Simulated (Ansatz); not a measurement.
# TaHPd (element-swapped structure): how the settings move a single-point run, part 2 of 2

How sensitive is a single-point run of TaHPd (element-swapped structure) to its settings? A reference run comes first, then four runs with altered input.

Ansatz 0.2.0; reference level DFT r2SCAN, plane waves, PAW, scalar-relativistic, no spin polarisation.

### 5 Changing settings: dr2_threshold 1.0e-06

Contents of input.yaml:

```yaml
crystal:
  lattice:
    - [3.063053, 0.0, 0.0]
    - [0.0, 3.063053, 0.0]
    - [0.0, 0.0, 7.754565]
  atoms:
    - { symbol: Pd, position: [0.0, 0.5, 0.9] }
    - { symbol: Pd, position: [0.5, 0.0, 0.1] }
    - { symbol: Ta, position: [0.0, 0.5, 0.335] }
    - { symbol: Ta, position: [0.5, 0.0, 0.665] }
    - { symbol: H, position: [0.0, 0.5, 0.617] }
    - { symbol: H, position: [0.5, 0.0, 0.383] }
  symmetry: { tolerance: 0.0003 }
kpoints:
  mp_grid: { grid: [6, 6, 3], shift: [0, 0, 0] }
magnetization:
  spin_polarized: false
scf:
  occupations: { method: fermi_dirac }
  convergence: { dr2_threshold: 1.0e-06 }
hamiltonian:
  pseudopotentials: { kind: paw }
  xc: r2scan
basis:
  ecutwfc: 500
output:
  forces: true
  stress: true
  eigenvalues: true
```

Launch:

```
ansatz run input.yaml --threads 1 --pin off --max-ram 2560MiB --backend cpu --events-out ev --progress --plain --runs-dir out
```

What it wrote, cut to the lines that bear on the results:

```text
Warning: scf.convergence.dr2_threshold = 1e-6 eV is looser than this run's default, which is 1e-7 eV or tighter. The error in the forces grows as the threshold's square root, so leave the key out unless less accurate forces are enough
Warning: output.stress: scf.convergence.dr2_threshold = 1e-6 eV is looser than the 6e-10 eV advised for a printed stress (1e-10 eV for each atom of the cell: 6). What an SCF threshold leaves in a stress goes as its square root, and in the free energy as the threshold itself, and one [...]
Warning: RAYON_NUM_THREADS=1 ignored (pool sized by the plan → 1); use --threads N
[...]
Pseudopotentials: kind: paw
Pseudopotential: Pd, paw, valence charge 18, recommended cutoff 500 eV (meta_gga), Pd.paw.azcp
Pseudopotential: Ta, paw, valence charge 13, recommended cutoff 500 eV (meta_gga), Ta.paw.azcp
Pseudopotential: H, paw, valence charge 1, recommended cutoff 500 eV (meta_gga), H.paw.azcp
Functional definition: r2SCAN
[...]
Crystal: 6 atoms, lattice volume = 72.756 Å³
Basis set: ecut = 500 eV, 1837 PW (Γ), exchange–correlation on 96×96×240 points (64 copies of the dense FFT grid, shifted against one another)
[...]
Symmetry: 16 space group operations
Space group: P4/nmm (ITA 129), of the structure as read, at distance tolerance 1.3e-3 Å
k-points: 20 of 108
[...]
SCF iter   1: F=—  HF=-33892.829415 eV  |F-HF|=—  |Δ(HF+E_count)|=         —  Δρ=1.51e-2  dr2=2.69e-1  dr2_τ=6.10e-2  ethr=1.77e-3  ⟨swp⟩=5.6  Hψ=2808  notcnv=0
[...]
SCF iter   8: F=-33892.878240 eV  HF=-33892.878240 eV  |F-HF|=1.77e-7  |Δ(HF+E_count)|=   5.52e-8  Δρ=6.66e-6  dr2=2.10e-7  dr2_τ=3.03e-9  ethr=1.56e-9  ⟨swp⟩=6.0  Hψ=2940  notcnv=0
[...]
SCF converged after 8 iterations
Free energy (F): -33892.878240 eV
[...]
E sigma→0 (E₀):  -33892.825015 eV
Entropy (-TS):   -0.106451 eV (-17.742 meV/atom)
Fermi energy:    18.166793 eV
[...]
--- Forces (eV/Å), atoms counted from 1 ---
  atom   1  Pd     0.00000000     0.00000000    -1.37065827
  atom   2  Pd     0.00000000     0.00000000     1.37065827
  atom   3  Ta     0.00000000     0.00000000     0.80991525
  atom   4  Ta     0.00000000     0.00000000    -0.80991525
  atom   5  H     -0.00000000     0.00000000    -0.27405720
  atom   6  H     -0.00000000     0.00000000     0.27405720
[...]
--- Stress (GPa, compression-positive) ---
      -11.914891       0.000000       0.000000
        0.000000     -11.914891       0.000000
        0.000000       0.000000      -7.723532
  P = ⅓ Tr σ = -10.5178 GPa (-105.178 kbar)
--- Band table (eV; the first three rows and the last of 20) ---
[...]
```

Wall time 15 s (1 thread of Arm Neoverse N1, shared host); peak memory 0.51 GiB.

With the changed convergence setting the energy agrees within 0.5 meV/atom. Cost: 8 SCF cycles against 9.

### 6 Changing settings: occupations.method methfessel_paxton, occupations.width 0.005, xc_grid 2

Contents of input.yaml:

```yaml
crystal:
  lattice:
    - [3.063053, 0.0, 0.0]
    - [0.0, 3.063053, 0.0]
    - [0.0, 0.0, 7.754565]
  atoms:
    - { symbol: Pd, position: [0.0, 0.5, 0.9] }
    - { symbol: Pd, position: [0.5, 0.0, 0.1] }
    - { symbol: Ta, position: [0.0, 0.5, 0.335] }
    - { symbol: Ta, position: [0.5, 0.0, 0.665] }
    - { symbol: H, position: [0.0, 0.5, 0.617] }
    - { symbol: H, position: [0.5, 0.0, 0.383] }
  symmetry: { tolerance: 0.0003 }
kpoints:
  mp_grid: { grid: [6, 6, 3], shift: [0, 0, 0] }
magnetization:
  spin_polarized: false
scf:
  occupations: { method: methfessel_paxton, width: 0.005 }
hamiltonian:
  pseudopotentials: { kind: paw }
  xc: r2scan
basis:
  ecutwfc: 500
  xc_grid: 2
output:
  forces: true
  stress: true
  eigenvalues: true
```

Launch:

```
ansatz run input.yaml --threads 1 --pin off --max-ram 2560MiB --backend cpu --events-out ev --progress --plain --runs-dir out
```

What it wrote, cut to the lines that bear on the results:

```text
Warning: RAYON_NUM_THREADS=1 ignored (pool sized by the plan → 1); use --threads N
[...]
Pseudopotentials: kind: paw
Pseudopotential: Pd, paw, valence charge 18, recommended cutoff 500 eV (meta_gga), Pd.paw.azcp
Pseudopotential: Ta, paw, valence charge 13, recommended cutoff 500 eV (meta_gga), Ta.paw.azcp
Pseudopotential: H, paw, valence charge 1, recommended cutoff 500 eV (meta_gga), H.paw.azcp
Functional definition: r2SCAN
[...]
Crystal: 6 atoms, lattice volume = 72.756 Å³
Basis set: ecut = 500 eV, 1837 PW (Γ), exchange–correlation on 48×48×120 points (8 copies of the dense FFT grid, shifted against one another)
Bands: 39, of which v1, the nominal top of the filled ones, is band 32 counted from 1 (31 counted from 0)
Symmetry: 16 space group operations
Space group: P4/nmm (ITA 129), of the structure as read, at distance tolerance 1.3e-3 Å
k-points: 20 of 108
[...]
Stability not checked: this state was not tested for a lower state beside it, because cold or Methfessel-Paxton smearing, or corrected tetrahedra, fill the levels in a way that the test cannot read (fill_not_monotonic; see scf.lower_state_search)
Free energy (F): -33892.820022 eV
[...]
E sigma→0 (E₀):  -33892.820011 eV
Entropy (-TS):   -0.000043 eV (-0.007 meV/atom)
Fermi energy:    18.125364 eV
[...]
--- Forces (eV/Å), atoms counted from 1 ---
  atom   1  Pd     0.00000000     0.00000000    -1.31248027
  atom   2  Pd     0.00000000     0.00000000     1.31248027
  atom   3  Ta     0.00000000     0.00000000     0.77571057
  atom   4  Ta     0.00000000     0.00000000    -0.77571057
  atom   5  H     -0.00000000     0.00000000    -0.26844808
  atom   6  H     -0.00000000     0.00000000     0.26844808
[...]
--- Stress (GPa, compression-positive) ---
      -11.931974       0.000000       0.000000
        0.000000     -11.931974       0.000000
        0.000000       0.000000      -7.936674
  P = ⅓ Tr σ = -10.6002 GPa (-106.002 kbar)
--- Band table (eV; the first three rows and the last of 20) ---
[...]
```

Run time: 12 s. Hardware: 1 thread of Arm Neoverse N1, shared host; peak memory 0.38 GiB.

Changing the smearing and numerical grids moves the energy by +0.8 meV/atom (σ→0 values), and the largest force goes from 1.37 to 1.31 eV/Å.

### 7 Comparison

The summary covers parts 1 to 2.

| run | ending | energy change | pressure (GPa) | gap (eV) | force (eV/Å) | cycles | time |
| --- | --- | --- | --- | --- | --- | --- | --- |
| reference | converged | 0 | -10.5 | 0.00 | 1.37 | 9 | 17 s |
| 1: occupations.method tetrahedron, accuracy high | converged | -7.0 meV/atom (σ→0) | -10.6 | 0.00 | 1.45 | 11 | 23 s |
| 2: xc rpbe, ecutrho_ratio 8 | converged | not comparable | -2.8 | 0.00 | 1.45 | 7 | 6.8 s |
| 3: dr2_threshold 1.0e-06 | converged | 0.0 meV/atom | -10.5 | 0.00 | 1.37 | 8 | 15 s |
| 4: occupations.method methfessel_paxton, occupations.width 0.005, xc_grid 2 | converged | +0.8 meV/atom (σ→0) | -10.6 | 0.00 | 1.31 | 7 | 12 s |

Times don't compare one to one where runs were asked for different outputs or read a saved state (see the inputs); cycles may leave out searches for a lower state.

Residual by cycle in the longest SCF loop of each run; runs are numbered as in the table. The quantity is the density residual dr2, in eV.

| cycle | reference | run 1 | run 2 | run 3 | run 4 |
| --- | --- | --- | --- | --- | --- |
| 1 | 0.269 | 0.306 | 0.0425 | 0.269 | 0.269 |
| 2 | 0.0295 | 0.033 | 0.0141 | 0.0295 | 0.0253 |
| 3 | 0.0229 | 0.0245 | 0.00101 | 0.0229 | 0.0156 |
| 4 | 4.9e-4 | 5.5e-4 | 7.0e-5 | 4.9e-4 | 2.4e-4 |
| 5 | 1.6e-4 | 2.2e-4 | 7.2e-6 | 1.6e-4 | 3.5e-5 |
| 6 | 5.2e-5 | 6.1e-5 | 1.3e-7 | 5.2e-5 | 1.1e-6 |
| 7 | 2.4e-6 | 2.3e-6 | 1.7e-8 | 2.4e-6 | 4.1e-8 |
| 8 | 2.3e-7 | 1.3e-7 | - | 2.1e-7 | - |
| 9 | 1.3e-8 | 1.2e-8 | - | - | - |
| 10 | - | 1.3e-10 | - | - | - |
| 11 | - | 4.7e-11 | - | - | - |

What this shows: The pressure spans -10.6 to -2.8 GPa over the reference and the converged variants.

The reference has limits of its own: its mesh is coarse for a cell with so small a gap or none; the structure is made up and not relaxed.
